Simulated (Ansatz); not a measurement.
# C2H5AlO (SMILES [CH3][Al]1[CH2][O]1): CCSD/6-31G(d) (spherical functions)

Aim: the energy change on altering one bond length of C2H5AlO at CCSD/6-31G* (spherical functions), from 2 runs. 

The results are computed with Ansatz 0.2.0.

82 further runs of the same task are left out: 82 set aside as unsound or not needed.

### Step 1. The structure to begin with

C2H5AlO has 9 atoms, charge 0, and is taken as a singlet. SMILES: `[CH3][Al]1[CH2][O]1`. The coordinates come from a PBE0-D4/def2-TZVP relaxation.

Bond lengths: C1–Al2 1.934 Å, Al2–C3 1.883 Å, Al2–O4 1.707 Å, C3–O4 1.488 Å, C1–H5 1.093 Å, C1–H6 1.091 Å, C1–H7 1.094 Å, C3–H8 1.091 Å, C3–H9 1.091 Å. Some angles: C1–Al2–C3 171.7°, C1–Al2–O4 139.6°, C3–Al2–O4 48.7°, Al2–C3–O4 59.5°, Al2–O4–C3 71.8°, Al2–C1–H5 110.3°, Al2–C1–H6 112.2°, Al2–C1–H7 110.1°, Al2–C3–H8 123.8°, Al2–C3–H9 123.8°.

### Step 2. The energy at CCSD/6-31G(d) (spherical functions)

Input file in.yaml:

```yaml
crystal:
  periodic: [false, false, false]
  atoms:
    - symbol: C
      position_ang: [-0.670900, 1.320200, -1.081500]
    - symbol: Al
      position_ang: [0.051300, -0.076700, 0.044200]
    - symbol: C
      position_ang: [0.678700, -1.280200, 1.349300]
    - symbol: O
      position_ang: [0.789300, -1.609500, -0.097900]
    - symbol: H
      position_ang: [0.039700, 1.575000, -1.872100]
    - symbol: H
      position_ang: [-0.900200, 2.226000, -0.517500]
    - symbol: H
      position_ang: [-1.591200, 0.976800, -1.562100]
    - symbol: H
      position_ang: [0.038500, -1.980500, 1.887700]
    - symbol: H
      position_ang: [1.653200, -1.197400, 1.832800]
basis:
  gaussian:
    orbitals: 6-31G_st_-spherical.json
correlation:
  method: ccsd
  frozen_orbitals: {Al: 5, C: 1, H: 0, O: 1}
accuracy: high
scf:
  omitted_lower_state_checks: [cluster_reference, increment]
```

The basis set 6-31G* is read from a file made from the Basis Set Exchange's data (not shown).

Launch:

```console
$ ansatz run in.yaml --threads 1 --pin off --max-ram 3480MiB --events-out events.jsonl --progress --plain --runs-dir runs
```

The log of the run:

```text
Warning: RAYON_NUM_THREADS=1 ignored (pool sized by the plan → 1); use --threads N
Functional definition: HF
  name "HF"
  exchange = exact_x
  correlation = 0
these checks for a lower state are left out or cut short: cluster_reference, increment
1640 factors; integrals over basis functions are off by at most 8.4e-9 eV
mean field evaluation 1: about -10754.7151 eV, gradient 4.0e1 eV
mean field evaluation 2: about -10754.8113 eV, gradient 4.1e1 eV
mean field evaluation 4: about -10758.5959 eV, gradient 3.7e0 eV
mean field evaluation 8: about -10758.6564 eV, gradient 6.6e-2 eV
mean field evaluation 16: about -10758.6565 eV, gradient 2.1e-8 eV
mean field -10758.65645190 eV, -395.3733321281 hartree, gradient 2.1e-8 eV, S^2 0.000000; 0 other end points of the search recorded, 0 dependent functions left out
8 core orbitals not correlated: weight in the atoms' cores, before any rotation towards them, 1.000 or more for the frozen orbitals, at most 0.000 for the correlated occupied ones
reference -10758.65645190 eV, -395.3733321281 hartree; 11, 11 occupied and 51, 51 virtual orbitals, 1640 factors
second order -13.44455197 eV of doubles, -0.00000000 eV of singles
cycle   1  -13.81041614 eV  change   -3.7e-1 eV  update   1.1e-1
cycle   2  -14.21069067 eV  change   -4.0e-1 eV  update   3.4e-2
cycle   3  -14.34416861 eV  change   -1.3e-1 eV  update   2.2e-2
cycle   4  -14.34549483 eV  change   -1.3e-3 eV  update   6.7e-3
cycle   5  -14.34332449 eV  change    2.2e-3 eV  update   3.5e-3
cycle   6  -14.34342848 eV  change   -1.0e-4 eV  update   1.2e-3
cycle   7  -14.34299641 eV  change    4.3e-4 eV  update   4.6e-4
cycle   8  -14.34296422 eV  change    3.2e-5 eV  update   1.5e-4
cycle   9  -14.34302732 eV  change   -6.3e-5 eV  update   5.9e-5
cycle  10  -14.34301530 eV  change    1.2e-5 eV  update   2.3e-5
cycle  11  -14.34301052 eV  change    4.8e-6 eV  update   1.0e-5
cycle  12  -14.34301878 eV  change   -8.3e-6 eV  update   4.1e-6
cycle  13  -14.34301958 eV  change   -8.0e-7 eV  update   1.5e-6
cycle  14  -14.34302128 eV  change   -1.7e-6 eV  update   7.2e-7
cycle  15  -14.34302141 eV  change   -1.4e-7 eV  update   3.0e-7
cycle  16  -14.34302125 eV  change    1.6e-7 eV  update   1.6e-7
cycle  17  -14.34302114 eV  change    1.1e-7 eV  update   6.7e-8
cycle  18  -14.34302119 eV  change   -4.7e-8 eV  update   4.4e-8
cycle  19  -14.34302120 eV  change   -9.8e-9 eV  update   2.7e-8
cycle  20  -14.34302148 eV  change   -2.8e-7 eV  update   1.3e-7
cycle  21  -14.34302150 eV  change   -1.7e-8 eV  update   3.3e-8
cycle  22  -14.34302152 eV  change   -2.5e-8 eV  update   1.1e-8
cycle  23  -14.34302153 eV  change   -4.5e-9 eV  update   4.2e-9
cycle  24  -14.34302153 eV  change   -1.7e-9 eV  update   1.5e-9
Total energy: -10772.99947343 eV, -395.9004284473 hartree
Checks for a lower state left out: cluster_reference, increment
```

Run time: 7.8 s. Hardware: 1 thread of Arm Neoverse V2, shared host; peak memory 0.31 GiB.

### Step 3. The distorted shape, same level

Input file molecule.yaml:

```yaml
crystal:
  periodic: [false, false, false]
  atoms:
    - {symbol: C, position_ang: [-0.556249, 0.867297, -1.363502]}
    - {symbol: Al, position_ang: [0.165951, -0.529603, -0.237802]}
    - {symbol: C, position_ang: [0.793351, -1.733103, 1.067298]}
    - {symbol: O, position_ang: [0.903951, -2.062403, -0.379902]}
    - {symbol: H, position_ang: [0.154351, 1.122097, -2.154102]}
    - {symbol: H, position_ang: [-0.900200, 2.226000, -0.517500]}
    - {symbol: H, position_ang: [-1.476549, 0.523897, -1.844102]}
    - {symbol: H, position_ang: [0.153151, -2.433403, 1.605698]}
    - {symbol: H, position_ang: [1.767851, -1.650303, 1.550798]}
basis:
  gaussian: {orbitals: 6-31G_st_-spherical.json}
correlation: {method: ccsd, frozen_orbitals: {Al: 5, C: 1, H: 0, O: 1}}
accuracy: high
scf: {omitted_lower_state_checks: [cluster_reference, increment]}
```

The basis set 6-31G* is read from a file made from the Basis Set Exchange's data (not shown).

Launch:

```console
$ ansatz run molecule.yaml --threads 1 --pin off --max-ram 3480MiB --events-out events.jsonl --progress --plain --runs-dir runs
```

The log of the run:

```text
Warning: RAYON_NUM_THREADS=1 ignored (pool sized by the plan → 1); use --threads N
[... 4 set-up lines as earlier in the session ...]
these checks for a lower state are left out or cut short: cluster_reference, increment
1640 factors; integrals over basis functions are off by at most 8.5e-9 eV
mean field evaluation 1: about -10752.2665 eV, gradient 4.0e1 eV
mean field evaluation 2: about -10752.3639 eV, gradient 4.0e1 eV
mean field evaluation 4: about -10756.2934 eV, gradient 3.7e0 eV
mean field evaluation 8: about -10756.3677 eV, gradient 8.2e-2 eV
mean field evaluation 16: about -10756.3677 eV, gradient 2.5e-8 eV
mean field -10756.36772202 eV, -395.2892228565 hartree, gradient 2.5e-8 eV, S^2 0.000000; 0 other end points of the search recorded, 0 dependent functions left out
8 core orbitals not correlated: weight in the atoms' cores, before any rotation towards them, 1.000 or more for the frozen orbitals, at most 0.000 for the correlated occupied ones
reference -10756.36772202 eV, -395.2892228565 hartree; 11, 11 occupied and 51, 51 virtual orbitals, 1640 factors
second order -13.60169164 eV of doubles, -0.00000000 eV of singles
cycle   1  -13.99716138 eV  change   -4.0e-1 eV  update   1.2e-1
cycle   2  -14.47540479 eV  change   -4.8e-1 eV  update   4.1e-2
cycle   3  -14.64715358 eV  change   -1.7e-1 eV  update   2.6e-2
cycle   4  -14.65168232 eV  change   -4.5e-3 eV  update   6.8e-3
cycle   5  -14.64933318 eV  change    2.3e-3 eV  update   3.5e-3
cycle   6  -14.64954870 eV  change   -2.2e-4 eV  update   1.3e-3
cycle   7  -14.64929840 eV  change    2.5e-4 eV  update   5.8e-4
cycle   8  -14.64919606 eV  change    1.0e-4 eV  update   2.3e-4
cycle   9  -14.64924231 eV  change   -4.6e-5 eV  update   8.4e-5
cycle  10  -14.64926701 eV  change   -2.5e-5 eV  update   3.2e-5
cycle  11  -14.64924200 eV  change    2.5e-5 eV  update   1.5e-5
cycle  12  -14.64924612 eV  change   -4.1e-6 eV  update   7.0e-6
cycle  13  -14.64924539 eV  change    7.4e-7 eV  update   3.1e-6
cycle  14  -14.64924663 eV  change   -1.2e-6 eV  update   1.3e-6
cycle  15  -14.64924833 eV  change   -1.7e-6 eV  update   6.0e-7
cycle  16  -14.64924849 eV  change   -1.6e-7 eV  update   2.4e-7
cycle  17  -14.64924849 eV  change    7.8e-9 eV  update   1.2e-7
cycle  18  -14.64924850 eV  change   -1.4e-8 eV  update   6.9e-8
cycle  19  -14.64924850 eV  change    1.0e-9 eV  update   4.0e-8
cycle  20  -14.64924778 eV  change    7.2e-7 eV  update   1.6e-7
cycle  21  -14.64924767 eV  change    1.0e-7 eV  update   4.9e-8
cycle  22  -14.64924761 eV  change    6.4e-8 eV  update   1.8e-8
cycle  23  -14.64924759 eV  change    1.8e-8 eV  update   7.7e-9
cycle  24  -14.64924759 eV  change    1.0e-9 eV  update   3.1e-9
cycle  25  -14.64924759 eV  change   8.4e-10 eV  update   1.6e-9
Total energy: -10771.01696961 eV, -395.8275727757 hartree
Checks for a lower state left out: cluster_reference, increment
```

Wall time 8.1 s (1 thread of Arm Neoverse V2, shared host); peak memory 0.31 GiB.

### Step 4. Summary of results

Level: CCSD/6-31G* (spherical functions), 8 core orbitals frozen.

| quantity | value |
| --- | --- |
| first shape: total energy | -395.90043 Eh |
| first shape: correlation energy (8 core orbitals frozen) | -527.1 mEh |
| first shape: T1 diagnostic | 0.017 |
| distorted shape: total energy | -395.82757 Eh |
| distorted shape: correlation energy (8 core orbitals frozen) | -538.3 mEh |
| distorted shape: T1 diagnostic | 0.019 |
| energy change with the C1–H6 bond stretched from 1.091 to 1.637 Å | 1.983 eV |

With the C1–H6 bond stretched from 1.091 to 1.637 Å the energy rises by 1.98 eV (191 kJ/mol). The first shape isn't relaxed at this level, so the change isn't measured from a minimum.
